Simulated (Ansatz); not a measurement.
# AlCoC6N6: the cost of one run

Program: Ansatz 0.2.0. Level of theory: DFT PBE, scalar-relativistic, plane waves, PAW. These are calculated values, not measurements.

### Step 1. The structure to begin with

It takes space group Fm-3m (No. 225, cubic). Conventional cell: a = 10.105 Å, b = 10.105 Å, c = 10.105 Å, α = 90.00°, β = 90.00°, γ = 90.00°. Al (site symmetry m-3m) has 6 C at 1.88 Å as nearest neighbours. Co (site symmetry m-3m) has 6 N at 2.01 Å as nearest neighbours. Around C (site symmetry 4mm) lie 1 N at 1.17 Å. Around N (site symmetry 4mm) lie 1 C at 1.17 Å.

As a file:

```
CELL_PARAMETERS angstrom
0.00000 5.05250 5.05250
5.05250 0.00000 5.05250
5.05250 5.05250 0.00000
ATOMIC_POSITIONS crystal
Al 0.00000 0.00000 0.00000
Co 0.50000 0.50000 0.50000
C 0.81445 0.18555 0.18555
C 0.18555 0.81445 0.18555
C 0.18555 0.18555 0.81445
C 0.18555 0.81445 0.81445
C 0.81445 0.18555 0.81445
C 0.81445 0.81445 0.18555
N 0.69866 0.30134 0.30134
N 0.30134 0.69866 0.30134
N 0.30134 0.30134 0.69866
N 0.30134 0.69866 0.69866
N 0.69866 0.30134 0.69866
N 0.69866 0.69866 0.30134
```

Recipe of the guess: cyanide-bridged rock-salt net of two metals, 0 guest cations a cell (Fm-3m, No. 225). Lengths come from tabulated atomic sizes and are only a guess.

### Step 2. Probe: one point on a coarse mesh

Input file input.yaml:

```yaml
crystal:
  lattice:
    - [0.0, 5.0525, 5.0525]
    - [5.0525, 0.0, 5.0525]
    - [5.0525, 5.0525, 0.0]
  atoms:
    - { symbol: Al, position: [0.0, 0.0, 0.0] }
    - { symbol: Co, position: [0.5, 0.5, 0.5], spin: 3.0 }
    - { symbol: C, position: [0.81444829, 0.18555171, 0.18555171] }
    - { symbol: C, position: [0.18555171, 0.81444829, 0.18555171] }
    - { symbol: C, position: [0.18555171, 0.18555171, 0.81444829] }
    - { symbol: C, position: [0.18555171, 0.81444829, 0.81444829] }
    - { symbol: C, position: [0.81444829, 0.18555171, 0.81444829] }
    - { symbol: C, position: [0.81444829, 0.81444829, 0.18555171] }
    - { symbol: "N", position: [0.69866403, 0.30133597, 0.30133597] }
    - { symbol: "N", position: [0.30133597, 0.69866403, 0.30133597] }
    - { symbol: "N", position: [0.30133597, 0.30133597, 0.69866403] }
    - { symbol: "N", position: [0.30133597, 0.69866403, 0.69866403] }
    - { symbol: "N", position: [0.69866403, 0.30133597, 0.69866403] }
    - { symbol: "N", position: [0.69866403, 0.69866403, 0.30133597] }
basis:
  ecutwfc: 420
kpoints:
  mp_grid: { grid: [4, 4, 4] }
hamiltonian:
  xc: pbe
scf:
  occupations: { method: gaussian, width: 0.1 }
  lower_state_search: "off"
output:
  forces: true
  stress: true
  eigenvalues: true
  populations: true
magnetization:
  spin_polarized: true
```

Launch:

```sh
$ ansatz run input.yaml --threads 1 --pin off --max-ram 2560MiB --backend cpu --events-out ev --progress --plain --runs-dir out
```

Q: Estimate wall time and peak memory on 1 thread of Intel Xeon 6975P-C (Granite Rapids), shared host.

About 11 s, with a peak of 0.68 GiB.
